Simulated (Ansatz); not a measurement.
**K+ with CH₄O: structure and interaction energy**

How do K+ and CH₄O sit together, how strongly do they interact, and which methods get it right?

Method: PBE0-D4 structure, single points in def2-TZVPPD; program: Ansatz 0.2.0, Gaussian basis.

Levels: PBE-D4, revPBE-D4, BLYP-D4, r2SCAN-D4, B97M-V, PBE0-D4, B3LYP-D4, HSE06-D4, wB97X-V, wB97M-V, B2PLYP, Hartree-Fock, MP2, CCSD, CCSD(T). The reference is CCSD(T) extrapolated to the basis limit. For elements past Ar these valence bases correlate outer-core shells poorly and lack relativity, so that limit is rough.

Cores are frozen in the correlated methods. The outer core shell of Li, Na, Mg and K is correlated. B3LYP uses VWN-RPA correlation. B2PLYP carries no dispersion term here.

164 further runs of the same task are left out: 1 that didn't finish, 163 set aside as unsound or not needed.

**1. Starting geometry**

The pair, from a GFN2-xTB docking trial: 7 atoms, charge 1, spin multiplicity 1.

Atoms are counted from 1 here; the program's logs count them from 0.

Bond lengths: K1–C2 3.196 Å, K1–O3 2.317 Å, C2–O3 1.427 Å, C2–H4 1.096 Å, C2–H5 1.093 Å, C2–H6 1.092 Å, O3–H7 0.967 Å. Angles: C2–K1–O3 23.8°, K1–C2–O3 41.0°, K1–C2–H4 106.5°, K1–C2–H5 71.4°, K1–C2–H6 142.2°, O3–C2–H4 110.9°, O3–C2–H5 107.7°, O3–C2–H6 111.4°, H4–C2–H5 109.7°, H4–C2–H6 108.8°, H5–C2–H6 108.4°, K1–O3–C2 115.2°, K1–O3–H7 137.1°, C2–O3–H7 105.0°.

Geometry (Å):

```
K    -0.0520   -0.1054   -2.6194
C     0.0780    0.3578    0.5402
O    -0.0389   -0.7210   -0.3859
H    -0.9106    0.7225    0.8415
H     0.6316    1.1608    0.0463
H     0.6296    0.0586    1.4340
H    -0.3377   -1.4733    0.1433
```

Atoms 1 to 1 are fragment A (K+), the rest fragment B (CH₄O).

**2. A first relaxation in a small basis**

pre/in.yaml reads:

```yaml
crystal:
  periodic: [false, false, false]
  atoms:
    - {symbol: K, position_ang: [-0.052000, -0.105400, -2.619400]}
    - {symbol: C, position_ang: [0.078000, 0.357800, 0.540200]}
    - {symbol: O, position_ang: [-0.038900, -0.721000, -0.385900]}
    - {symbol: H, position_ang: [-0.910600, 0.722500, 0.841500]}
    - {symbol: H, position_ang: [0.631600, 1.160800, 0.046300]}
    - {symbol: H, position_ang: [0.629600, 0.058600, 1.434000]}
    - {symbol: H, position_ang: [-0.337700, -1.473300, 0.143300]}
basis:
  gaussian: {orbitals: def2-SVP}
total_charge: 1
hamiltonian: {xc: pbe, dispersion: d4}
relax: {f_tol: 0.03, max_steps: 250}
```

Command:

```sh
> ansatz run in.yaml --threads 2 --pin off --events-out ev --progress --plain --max-ram 5222MiB
```

After this run come: Relaxation at PBE0-D4; wB97X-V/def2-TZVPPD; wB97M-V/def2-TZVPPD; B2PLYP/def2-TZVPPD; B97M-V/def2-TZVPPD; CCSD(T)/def2-TZVPPD; MP2/def2-QZVPPD; Hartree-Fock/STO-3G; SPW92/def2-SVP; wB97M-V/def2-SVP; CCSD(T)/def2-SVP; Vibrations of the pair.

Before running it: what results should come out? Wanted: interaction energy, CCSD(T)/CBS; of it Hartree-Fock; D4 term of PBE0-D4; shortest contact; lowest wavenumber.

The runs gave:

| quantity | value |
| --- | --- |
| interaction energy, CCSD(T)/CBS | -19.04 kcal/mol |
| of it Hartree-Fock (basis limit) | -18.08 kcal/mol |
| D4 term of PBE0-D4 | -0.51 kcal/mol |
| shortest contact | K1–O3 2.61 Å |
| lowest wavenumber | 98 cm⁻¹ |

In words: The pair is bound by 19.04 kcal/mol at fixed fragment shapes. Hartree-Fock gives 95 % of it, so electrostatics, induction and charge transfer lead. Among the functionals B3LYP-D4 lands nearest to CCSD(T)/CBS (+0.03 kcal/mol) and revPBE-D4 farthest (+1.76 kcal/mol). By rung, the mean size of the error is: GGA 1.04, meta-GGA 0.75, hybrid 0.13, screened hybrid 0.26, range-separated hybrid 0.22, double hybrid 0.72 kcal/mol. PBE-D4 gives an interaction energy 0.65 kcal/mol too high, an error of 3 % of the reference. CCSD(T) moves by -1.09 kcal/mol from triple zeta to the limit; gaps between functionals far smaller than that don't rank them. A lower arrangement may exist.
